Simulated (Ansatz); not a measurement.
**B2H7NSi: vertical energies of changing the electron count**

Wanted for B2H7NSi: vertical energies of changing the electron count. SMILES: BB[SiH2]N.

All numbers are computed with the Python package of Ansatz 0.2.0. Level of theory: CAM-B3LYP/def2-SVPD.

## Step 1: The structure

Bond lengths: B1–B2 1.598 Å, B2–Si3 1.927 Å, Si3–N4 1.697 Å, B1–H5 1.236 Å, B1–H6 1.185 Å, B2–H7 1.195 Å, Si3–H8 1.514 Å, Si3–H9 1.536 Å, N4–H10 1.041 Å, N4–H11 1.112 Å. Angles (14 of 15 angles, heavy atoms first): B1–B2–Si3 118.9°, B2–Si3–N4 112.4°, B1–B2–H7 121.4°, Si3–B2–H7 119.7°, B2–B1–H5 120.0°, B2–B1–H6 124.8°, B2–Si3–H8 108.4°, B2–Si3–H9 108.8°, N4–Si3–H8 110.2°, N4–Si3–H9 109.9°, Si3–N4–H10 110.2°, Si3–N4–H11 108.5°, H5–B1–H6 115.1°, H8–Si3–H9 107.1°.

The script holds or builds the structure itself.

## Step 2: Script

Input file ip_b2h7nsi.py:

```python
'''Vertical ionisation energy and electron affinity of B2H7NSi.'''

import ansatz as az

BASIS_SET = 'def2-SVPD'
XC = 'cam_b3lyp'


def energy_of(molecule, charge=0, unpaired=0):
    calc = molecule.calculation().basis(gaussian=BASIS_SET).functional(XC)
    if charge:
        calc = calc.charge(charge)
    if unpaired:
        calc = calc.spin('collinear', total=unpaired)
    report = calc.run().report
    if report['published_state_doubts']:
        print('  doubts:', report['published_state_doubts'])
    return report['free_energy_ev']

geometry_ang = [
    ('B', (-0.6093, 1.7965, -0.0399)),
    ('B', (0.5169, 0.8119, -0.6011)),
    ('Si', (0.8081, -0.8719, 0.2893)),
    ('N', (-0.5666, -1.8658, 0.2562)),
    ('H', (-0.8473, 2.8601, -0.6221)),
    ('H', (-1.309, 1.5649, 0.8883)),
    ('H', (1.1953, 1.1123, -1.5384)),
    ('H', (1.9728, -1.5699, -0.3795)),
    ('H', (1.2193, -0.5972, 1.7432)),
    ('H', (-0.909, -1.974, -0.7207)),
    ('H', (-1.4058, -1.3238, 0.7452)),
]
b2h7nsi = az.Crystal.molecule()
for symbol, xyz in geometry_ang:
    b2h7nsi = b2h7nsi.atom(symbol, xyz)

# delta-SCF style differences, no relaxation
parent = energy_of(b2h7nsi, 0, 0)
cation = energy_of(b2h7nsi, 1, 1)
print(f'E(N)   = {parent:.5f} eV')
print(f'E(N-1) = {cation:.5f} eV  (1 unpaired)')
print(f'vertical ionisation energy {cation - parent:.3f} eV')
anion = energy_of(b2h7nsi, -1, 1)
print(f'E(N+1) = {anion:.5f} eV  (1 unpaired)')
print(f'vertical electron affinity {parent - anion:.3f} eV' + ('' if anion < parent else ' (unbound in this basis)'))
print(f'fundamental gap IP - EA = {cation + anion - 2 * parent:.3f} eV')
```

## Step 3: The input behind the calls

The package turns the script's settings into the engine's input (first run):

```yaml
crystal:
  periodic: [false, false, false]
  atoms:
    - { symbol: B, position_ang: [-0.6093, 1.7965, -0.0399] }
    - { symbol: B, position_ang: [0.5169, 0.8119, -0.6011] }
    - { symbol: Si, position_ang: [0.8081, -0.8719, 0.2893] }
    - { symbol: "N", position_ang: [-0.5666, -1.8658, 0.2562] }
    - { symbol: H, position_ang: [-0.8473, 2.8601, -0.6221] }
    - { symbol: H, position_ang: [-1.309, 1.5649, 0.8883] }
    - { symbol: H, position_ang: [1.1953, 1.1123, -1.5384] }
    - { symbol: H, position_ang: [1.9728, -1.5699, -0.3795] }
    - { symbol: H, position_ang: [1.2193, -0.5972, 1.7432] }
    - { symbol: H, position_ang: [-0.909, -1.974, -0.7207] }
    - { symbol: H, position_ang: [-1.4058, -1.3238, 0.7452] }
basis:
  gaussian:
    orbitals: def2-SVPD
hamiltonian:
  xc: cam_b3lyp
```

## Step 4: Running it

Command:

```bash
python ip_b2h7nsi.py
```

**Question.** What does it cost to change the electron count at this fixed geometry?

As calculated:

| quantity | value |
| --- | --- |
| vertical ionisation energy | 9.218 eV |
| vertical electron affinity | 2.152 eV |
| runs compared | 3 |

The ionisation energy is a difference of two total energies at the neutral geometry. The anion lies below the neutral molecule at this geometry. At this unrelaxed geometry removing an electron costs 9.22 eV and adding one releases 2.15 eV. The geometry is a force-field or estimated start, not a minimum of this method, and the basis set is short of its limit. All parts are taken at fixed geometry, without zero-point energy. At an unrelaxed start these energies can be a whole eV from those at the minimum, and a small affinity can change sign.
